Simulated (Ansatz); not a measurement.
# BeCd2Te3: the cost of one run

Method: DFT PBE, scalar-relativistic, plane waves, PAW, in Ansatz 0.2.0.

### Step 1. The system as given

The structure is tetragonal, space group P4/mmm (No. 123). Conventional cell: a = 3.683 Å, b = 3.683 Å, c = 11.010 Å, α = 90.00°, β = 90.00°, γ = 90.00°. Be (site symmetry 4/mmm) is surrounded by 8 Te at 3.30 Å and 2 Cd at 3.68 Å and 4 Be at 3.68 Å. Around Cd (site symmetry 4mm) lie 8 Te at 3.09 to 3.18 Å. Te (site symmetry 4mm) is surrounded by 4 Cd at 3.09 Å and 4 Be at 3.30 Å. Te (site symmetry 4/mmm) has 8 Cd at 3.18 Å in its first shell of neighbours.

As a file:

```cif
data_structure
_symmetry_space_group_name_H-M 'P 1'
_symmetry_Int_Tables_number 1
_cell_length_a 3.6827
_cell_length_b 3.6827
_cell_length_c 11.0103
_cell_angle_alpha 90.000
_cell_angle_beta 90.000
_cell_angle_gamma 90.000
_cell_volume 149.33
loop_
_atom_site_label
_atom_site_type_symbol
_atom_site_fract_x
_atom_site_fract_y
_atom_site_fract_z
_atom_site_occupancy
Be1 Be 0.00000 0.00000 0.00000 1
Cd1 Cd 0.00000 0.00000 0.33426 1
Cd2 Cd 0.00000 0.00000 0.66574 1
Te1 Te 0.50000 0.50000 0.18374 1
Te2 Te 0.50000 0.50000 0.50000 1
Te3 Te 0.50000 0.50000 0.81625 1
```

Recipe of the guess: species swapped into a database cell of Al3Ni2Pt (P4/mmm, No. 123), with Te on the Al sites, Cd on the Ni sites and Be on the Pt sites. Lengths come from tabulated atomic sizes and are only a guess.

### Step 2. Probe: one point on a coarse mesh

input.yaml reads:

```yaml
crystal:
  lattice:
    - [3.68272931, 0.0, 0.0]
    - [0.0, 3.68272931, 0.0]
    - [0.0, 0.0, 11.01028615]
  atoms:
    - { symbol: Be, position: [0.0, 0.0, 0.0] }
    - { symbol: Cd, position: [0.0, 0.0, 0.33426499] }
    - { symbol: Cd, position: [0.0, 0.0, 0.66573501] }
    - { symbol: Te, position: [0.5, 0.5, 0.183745] }
    - { symbol: Te, position: [0.5, 0.5, 0.5] }
    - { symbol: Te, position: [0.5, 0.5, 0.816255] }
basis:
  ecutwfc: 420
kpoints:
  mp_grid: { grid: [6, 6, 2] }
hamiltonian:
  xc: pbe
scf:
  occupations: { method: gaussian, width: 0.1 }
  lower_state_search: "off"
output:
  forces: true
  stress: true
  eigenvalues: true
```

Started as:

```bash
> ansatz run input.yaml --threads 1 --pin off --max-ram 2560MiB --backend cpu --events-out ev --progress --plain --runs-dir out
```

Q: Estimate wall time and peak memory on 1 thread of Intel Xeon at 2.50GHz (Skylake/Cascade Lake), shared host.

About 16 s, with a peak of 0.47 GiB.
